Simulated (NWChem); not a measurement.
# CHF3O3S (triflic acid) at 6 levels

Aim: a comparison of 6 runs (HF/STO-3G, HF/3-21G, B3LYP/6-31G*, M06-2X/6-31G*, PBE0/6-31G*) of CHF3O3S (triflic acid). 

The calculation is run with NWChem 7.3.0.

5 further runs of the same task are left out: 4 that didn't finish, 1 set aside as unsound or not needed.

**1. Starting point**

The species is CHF3O3S (9 atoms), meant as a singlet with charge 0. SMILES: `O=S(=O)(O)C(F)(F)F`. The S2–C5 distance was set to 2.403 Å, away from the relaxed value.

Bond lengths: O1–S2 1.422 Å, S2–O3 1.414 Å, S2–O4 1.577 Å, C5–F6 1.327 Å, C5–F7 1.320 Å, C5–F8 1.319 Å, O4–H9 0.968 Å. Angles: O1–S2–O3 123.8°, O1–S2–O4 109.3°, O3–S2–O4 107.4°, F6–C5–F7 109.4°, F6–C5–F8 109.2°, F7–C5–F8 109.7°, S2–O4–H9 109.3°.

**2. A single-point energy at HF/STO-3G (run 1)**

m1.nw

```
start m1
title "CHF3O3S energy"
memory 2200 mb

geometry noautosym nocenter noautoz
  O        1.551503      -1.054580       1.261625
  S        0.387113      -1.251650       0.470255
  O        0.233093      -2.310360      -0.454085
  O       -0.884127      -1.250660       1.404005
  C        0.003130       0.796730      -0.725230
  F       -0.076560       1.801740       0.138180
  F        1.014380       1.004120      -1.547510
  F       -1.120920       0.723830      -1.412290
  H       -0.664557      -0.822710       2.244475
end

basis spherical bse
  O library STO-3G
  S library STO-3G
  C library STO-3G
  F library STO-3G
  H library STO-3G
end

scf
  thresh 1e-08
  maxiter 80
  noprint "final vectors analysis"
end

task scf energy
```

The run is started by

```console
$ nwchem m1.nw > m1.out
```

The log of the run:

```text
[...]
  functions       =    45
[...]
  wavefunction    = RHF
[...]
         Total SCF energy =   -946.328324434453
      One-electron energy =  -2378.433357831513
      Two-electron energy =    899.434447067938
 Nuclear repulsion energy =    532.670586329121
        Time for solution =      4.8s
[...]
```

Run time: 6 s. Hardware: 1 thread of Intel Xeon Platinum 8375C at 2.90GHz (Ice Lake), shared host; peak memory 0.095 GiB.

**3. A single-point energy at HF/3-21G (run 2)**

chf3o3s.nw

```
echo
START chf3o3s
memory 2200 mb

GEOMETRY units angstroms noautosym nocenter noautoz
  O      1.551503    -1.054580     1.261625
  S      0.387113    -1.251650     0.470255
  O      0.233093    -2.310360    -0.454085
  O     -0.884127    -1.250660     1.404005
  C      0.003130     0.796730    -0.725230
  F     -0.076560     1.801740     0.138180
  F      1.014380     1.004120    -1.547510
  F     -1.120920     0.723830    -1.412290
  H     -0.664557    -0.822710     2.244475
END

BASIS spherical bse
  * library 3-21G
END

SCF
  thresh 1e-08
  maxiter 80
  print medium
END

TASK scf energy
```

The run is started by

```console
$ nwchem chf3o3s.nw > chf3o3s.out
```

The log of the run:

```text
[...]
  functions       =    78
[...]
  wavefunction    = RHF
[...]
         Total SCF energy =   -953.485302696116
      One-electron energy =  -2378.563115865546
      Two-electron energy =    892.407226840309
 Nuclear repulsion energy =    532.670586329121
        Time for solution =      5.6s
[...]
```

Run time: 6.6 s. Hardware: 1 thread of Intel Xeon Platinum 8375C at 2.90GHz (Ice Lake), shared host; peak memory 0.097 GiB.

Runs 3 to 5 aren't shown in full; the table further down has their settings and results.

**4. A single-point energy at B3LYP/6-31G(d) (Cartesian functions) (run 6)**

run.py

```python
from ase import Atoms
from ase.calculators.nwchem import NWChem

mol = Atoms('OSOOCFFFH', positions=[
    [1.551503, -1.054580, 1.261625],
    [0.387113, -1.251650, 0.470255],
    [0.233093, -2.310360, -0.454085],
    [-0.884127, -1.250660, 1.404005],
    [0.003130, 0.796730, -0.725230],
    [-0.076560, 1.801740, 0.138180],
    [1.014380, 1.004120, -1.547510],
    [-1.120920, 0.723830, -1.412290],
    [-0.664557, -0.822710, 2.244475],
])

calc = NWChem(
    label='sp',
    theory='dft',
    memory='2200 mb',
    basis='6-31G*',
    dft={'xc': 'b3lyp', 'mult': '1', 'grid': 'fine', 'convergence': 'energy 1e-08', 'iterations': '100', 'mulliken': None},
    task='energy',
)
mol.calc = calc

print(f"energy = {mol.get_potential_energy():.6f} eV")
print("dipole (e A):", mol.get_dipole_moment().round(4))
```

The run is started by

```console
$ export ASE_NWCHEM_COMMAND="nwchem PREFIX.nwi > PREFIX.nwo"
$ python run.py
```

The log of the run:

```text
energy = -26176.051109 eV
dipole (e A): [-0.2635  0.3779  0.3813]
```

The calculator wrote sp.nwi:

```
title "sp"

permanent_dir sp

scratch_dir sp

start sp

geometry units angstrom nocenter noautosym noautoz
  O  1.5515030000000001e+00 -1.0545800000000001e+00 1.2616250000000000e+00
  S  3.8711299999999998e-01 -1.2516499999999999e+00 4.7025499999999998e-01
  O  2.3309299999999999e-01 -2.3103600000000002e+00 -4.5408500000000002e-01
  O  -8.8412700000000000e-01 -1.2506600000000001e+00 1.4040049999999999e+00
  C  3.1300000000000000e-03 7.9673000000000005e-01 -7.2523000000000004e-01
  F  -7.6560000000000003e-02 1.8017399999999999e+00 1.3818000000000000e-01
  F  1.0143800000000001e+00 1.0041199999999999e+00 -1.5475099999999999e+00
  F  -1.1209199999999999e+00 7.2382999999999997e-01 -1.4122900000000000e+00
  H  -6.6455699999999995e-01 -8.2271000000000005e-01 2.2444750000000000e+00
end

memory 2200 mb

basis noprint
   * library 6-31G*
end

dft
  xc b3lyp
  mult 1
  grid fine
  convergence energy 1e-08
  iterations 100
  mulliken
end

task dft energy
```

sp.nwo, shortened:

```text
[...]
      One electron energy =    -2388.307337187823
[... 1 line left out ...]
    Exchange-Corr. energy =      -88.716354066907
[... 6 lines left out ...]
                       DFT Final Molecular Orbital Analysis
[... 891 lines left out ...]
     -------------------------------------------
[...]
```

Wall time 62 s (1 thread of Intel Xeon Platinum 8375C at 2.90GHz (Ice Lake), shared host); peak memory 0.12 GiB.

**5. Overview of the runs**

| run | level | iteration cap | module | energy (Eh) | dipole moment (D) | wall time |
| --- | --- | --- | --- | --- | --- | --- |
| 1 | HF/STO-3G | 80 | scf | -946.328324 | 2.37 | 6 s |
| 2 | HF/3-21G | 80 | scf | -953.485303 | 3.25 | 6.6 s |
| 3 | B3LYP/6-31G* (spherical functions) | 100 | dft | -961.941427 | 2.87 | 54 s |
| 4 | M06-2X/6-31G* (spherical functions) | 100 | dft | -961.709413 | 2.93 | 43 s |
| 5 | PBE0/6-31G* (spherical functions) | 100 | dft | -961.250351 | 2.89 | 41 s |
| 6 | B3LYP/6-31G* (Cartesian functions) | 100 | dft | -961.952143 | 2.87 | 62 s |

**6. Summary of results**

| quantity | value |
| --- | --- |
| run 6: total energy | -961.95214 Eh |
| run 6: dipole moment | 2.87 D |
| run 6: HOMO energy | -8.14 eV |
| run 6: LUMO energy | -2.61 eV |
| run 6: HOMO–LUMO gap | 5.53 eV |

What this shows: The dipole moment (its size) runs from 2.37 D (HF/STO-3G) to 3.25 D (HF/3-21G). Over runs 2, 3, 4, 5, 6 the HOMO–LUMO gap runs from 5.53 eV (B3LYP/6-31G*) to 11.62 eV (HF/3-21G). The two ends differ in method and basis. Totals of different functionals can't be ranked against each other. In run 1 the basis is minimal, so the values are rough. All runs together took 3.6 min, the longest 62 s.
